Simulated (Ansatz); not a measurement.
# Al₂Cl₂F₂H₂O₂: up Jacob's ladder to CCSD(T)

One table from this session's results is given with a row withheld; the runs are named, their logs left out.

Computed with Ansatz 0.2.0, Gaussian basis. Level: functionals in def2-TZVPP, the program's frozen cores in correlated methods.

The runs, in order: LDA (SPW92), PBE-D4, revPBE-D4, BLYP-D4, r2SCAN-D4, B97M-V, PBE0-D4, B3LYP-D4, r2SCANh-D4, r2SCAN0-D4, HSE06-D4, BHLYP-D4, CAM-B3LYP-D4, LC-ωPBE, ωB97X-V, ωB97M-V, B2PLYP, PBE-QIDH; CCSD(T)/def2-SVP; MP2/def2-TZVPP; MP2/def2-QZVPP; RPA on PBE.

## Structure used throughout

The geometry comes from an earlier relaxation with PBE0-D4 in a triple-zeta def2 set; it is a stationary point, not always the lowest conformer.

SMILES `[F][Al@-]1([Cl])[OH+][Al@-]([F])([Cl])[OH+]1`, 10 atoms, charge 0, spin multiplicity 1.

Atoms are counted from 1 here; the program's logs count them from 0.

Bond lengths: F1–Al2 1.643 Å, Al2–Cl3 2.085 Å, Al2–O4 1.825 Å, Al2–O8 1.827 Å, O4–Al5 1.827 Å, O4–H9 0.958 Å, Al5–F6 1.643 Å, Al5–Cl7 2.085 Å, Al5–O8 1.825 Å, O8–H10 0.958 Å. Angles: F1–Al2–Cl3 118.3°, F1–Al2–O4 114.3°, F1–Al2–O8 109.7°, Cl3–Al2–O4 111.5°, Cl3–Al2–O8 115.9°, O4–Al2–O8 81.6°, Al2–O4–Al5 98.4°, Al2–O4–H9 125.9°, Al5–O4–H9 125.7°, O4–Al5–F6 109.7°, O4–Al5–Cl7 115.9°, O4–Al5–O8 81.6°, F6–Al5–Cl7 118.3°, F6–Al5–O8 114.3°, Cl7–Al5–O8 111.5°, Al2–O8–Al5 98.4°, Al2–O8–H10 125.7°, Al5–O8–H10 125.8°.

Geometry (Å):

| atom | x (Å) | y (Å) | z (Å) |
| --- | --- | --- | --- |
| F1 | -0.5621 | -2.2936 | 1.1305 |
| Al2 | -0.8375 | -0.6989 | 0.8491 |
| Cl3 | -2.4538 | 0.2088 | 1.8039 |
| O4 | -0.7421 | -0.2182 | -0.9092 |
| Al5 | 0.8374 | 0.6989 | -0.8490 |
| F6 | 0.5614 | 2.2936 | -1.1301 |
| Cl7 | 2.4542 | -0.2078 | -1.8039 |
| O8 | 0.7422 | 0.2179 | 0.9092 |
| H9 | -1.4865 | -0.0135 | -1.4761 |
| H10 | 1.4868 | 0.0127 | 1.4757 |

The first run:

in.yaml

```yaml
crystal:
  periodic: [false, false, false]
  atoms:
    - {symbol: F, position_ang: [-0.562094, -2.293558, 1.130477]}
    - {symbol: Al, position_ang: [-0.837544, -0.698859, 0.849116]}
    - {symbol: Cl, position_ang: [-2.453812, 0.208793, 1.803908]}
    - {symbol: O, position_ang: [-0.742080, -0.218249, -0.909240]}
    - {symbol: Al, position_ang: [0.837437, 0.698936, -0.849049]}
    - {symbol: F, position_ang: [0.561412, 2.293586, -1.130115]}
    - {symbol: Cl, position_ang: [2.454205, -0.207784, -1.803877]}
    - {symbol: O, position_ang: [0.742198, 0.217936, 0.909199]}
    - {symbol: H, position_ang: [-1.486510, -0.013503, -1.476099]}
    - {symbol: H, position_ang: [1.486777, 0.012701, 1.475691]}
basis:
  gaussian: {orbitals: def2-TZVPP}
hamiltonian: {xc: lda}
output: {orbitals: {seedname: orbitals}}
```

Run with:

```sh
> ansatz run in.yaml --threads 4 --pin off --events-out ev --progress --plain --max-ram 11315MiB
```

Steps of the session up to this table: LDA; PBE-D4 (GGA); revPBE-D4 (GGA); BLYP-D4 (GGA); r2SCAN-D4 (meta-GGA); B97M-V (meta-GGA); B3LYP-D4 (hybrid); r2SCANh-D4 (hybrid); r2SCAN0-D4 (hybrid); HSE06-D4 (hybrid); BHLYP-D4 (hybrid); CAM-B3LYP-D4 (range-separated); LC-ωPBE (range-separated); ωB97X-V (range-separated); ωB97M-V (range-separated); B2PLYP (double hybrid); PBE-QIDH (double hybrid).

One of the session's tables, all rows but one given; the rest of the session is left out.

It belongs to the step «Orbital energies across the functionals». 

| functional | HOMO (eV) | gap (eV) |
| --- | --- | --- |
| LDA (SPW92) | -8.07 | 6.10 |
| PBE-D4 | -7.90 | 6.17 |
| revPBE-D4 | -7.84 | 6.24 |
| BLYP-D4 | -7.73 | 6.02 |
| r2SCAN-D4 | -8.29 | 7.13 |
| B97M-V | -8.35 | 6.87 |
| PBE0-D4 | -9.37 | 8.51 |
| B3LYP-D4 | -9.07 | 7.88 |
| r2SCANh-D4 | -8.82 | 7.93 |
| r2SCAN0-D4 | -9.63 | 9.12 |
| HSE06-D4 | -8.97 | 7.74 |
| BHLYP-D4 | -10.67 | 10.51 |
| CAM-B3LYP-D4 | -10.76 | 10.72 |
| LC-ωPBE | -12.24 | 13.54 |
| ωB97X-V | -11.84 | 12.91 |
| ωB97M-V | ? | ? |

Estimate the missing values for ωB97M-V.

As computed: HOMO (eV): -11.67; gap (eV): 12.33. In the column «HOMO (eV)» it lies between ωB97X-V (-11.84) and CAM-B3LYP-D4 (-10.76).
